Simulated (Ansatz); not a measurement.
# Ta: the cost of one run

Method: DFT r2SCAN, scalar-relativistic, plane waves, PAW, in Ansatz 0.2.0.

1 further run of the same task is left out (set aside as unsound or not needed).

## Step 1: The system as given

It takes space group P6_322 (No. 182, hexagonal). Conventional cell: a = 4.983 Å, b = 4.983 Å, c = 8.203 Å, α = 90.00°, β = 90.00°, γ = 120.00°. Ta (site symmetry 2) has 8 Ta at 2.66 to 2.93 Å as nearest neighbours. Ta (site symmetry 32) has 6 Ta at 2.66 Å as nearest neighbours.

Structure file:

```
Ta
1.0
     4.98349    0.00000    0.00000
    -2.49174    4.31583    0.00000
     0.00000    0.00000    8.20275
Ta
8
Cartesian
  -0.7994 1.3846 0.0000
  1.5988 0.0000 0.0000
  1.6923 2.9312 0.0000
  -1.6923 2.9312 4.1014
  3.3847 0.0000 4.1014
  0.7994 1.3846 4.1014
  2.4917 1.4386 6.1521
  0.0000 2.8772 2.0507
```

Source of the structure: the Materials Project (structure only).

(A quick probe on a coarse mesh, which set the mesh and smearing, is not shown.)

## Step 3: Relaxing cell and atoms

The input, input.yaml:

```yaml
crystal:
  lattice:
    - [4.9834880809, 0.0, 0.0]
    - [-2.4917440405, 4.3158272775, 0.0]
    - [0.0, 0.0, 8.20274664]
  atoms:
    - { symbol: Ta, position: [0.0, 0.32081931, 0.0] }
    - { symbol: Ta, position: [0.32081931, 0.0, 0.0] }
    - { symbol: Ta, position: [0.67918069, 0.67918069, 0.0] }
    - { symbol: Ta, position: [0.0, 0.67918069, 0.5] }
    - { symbol: Ta, position: [0.67918069, 0.0, 0.5] }
    - { symbol: Ta, position: [0.32081931, 0.32081931, 0.5] }
    - { symbol: Ta, position: [0.66666667, 0.33333333, 0.75] }
    - { symbol: Ta, position: [0.33333333, 0.66666667, 0.25] }
basis:
  ecutwfc: 500
kpoints:
  mp_grid: { grid: [12, 12, 6] }
hamiltonian:
  xc: r2scan
scf:
  occupations: { method: gaussian, width: 0.1 }
output:
  forces: true
  stress: true
  eigenvalues: true
relax:
  adjacent_minimum: "off"
  f_tol: 0.005
  max_steps: 80
  cell: { stress_tol: 0.05 }
```

On the command line:

```console
$ ansatz run input.yaml --threads 2 --pin off --max-ram 5120MiB --backend cpu --events-out ev --progress --plain --runs-dir out
```

What time and memory should one allow on 2 threads of AMD EPYC 7R43 (Zen 3), shared host?

About 6.8 min, with a peak of 1.3 GiB.
